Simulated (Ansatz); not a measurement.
**ZrHO (doublet): the correlation ladder, def2-TZVPP**

One table from this session's results is given with a row withheld; the runs are named, their logs left out.

Computed with Ansatz 0.2.0, Gaussian basis. Level: def2-TZVPP, core rule «outside noble gas», up to 5 orbitals frozen.

Plan: UHF; ROHF; CCSD(T) on UHF.

## The system

The geometry is a PBE0/def2-TZVP stationary point (not a proven minimum) of the parent state, kept for this charge and spin. No spin-orbit coupling is included. Elements past krypton take def2 core potentials.

3 atoms, charge 0, spin multiplicity 2.

Atoms are counted from 1 here; the program's logs count them from 0.

Bond lengths: Zr1–O2 1.794 Å, Zr1–H3 2.024 Å. Angles: O2–Zr1–H3 157.5°.

Coordinates:

```
Zr    0.00000   -0.02313    0.24682
O     0.00000    0.09216   -1.54357
H     0.00000    0.63045    2.16278
```

Set-up of the first run:

File in.yaml:

```yaml
crystal:
  periodic: [false, false, false]
  atoms:
    - {symbol: Zr, position_ang: [0.000000, -0.023129, 0.246823]}
    - {symbol: O, position_ang: [0.000000, 0.092157, -1.543566]}
    - {symbol: H, position_ang: [0.000000, 0.630453, 2.162781]}
basis:
  gaussian: {orbitals: def2-TZVPP}
magnetization: {spin_polarized: true, initial_magnetization: 1}
hamiltonian: {xc: hf}
output: {orbitals: {seedname: orbitals}}
```

On the command line:

```sh
> ansatz run in.yaml --threads 1 --pin off --events-out ev --progress --plain --max-ram 3968MiB --backend cpu
```

Among the steps run: UHF; ROHF; CCSD(T) on UHF.

One of the session's tables, all rows but one given; the rest of the session is left out.

| method | from UCCSD(T) (kJ/mol) |
| --- | --- |
| ROHF | +970.1 |
| UHF | +961.6 |
| UMP2 | ? |
| UCCSD | +55.1 |
| UCCSD(T) | 0 |

Q: Estimate the row for UMP2 from the others.

**Answer.** from UCCSD(T) (kJ/mol): +30.3. In the column «from UCCSD(T) (kJ/mol)» it lies between UCCSD(T) (0) and UCCSD (+55.1).
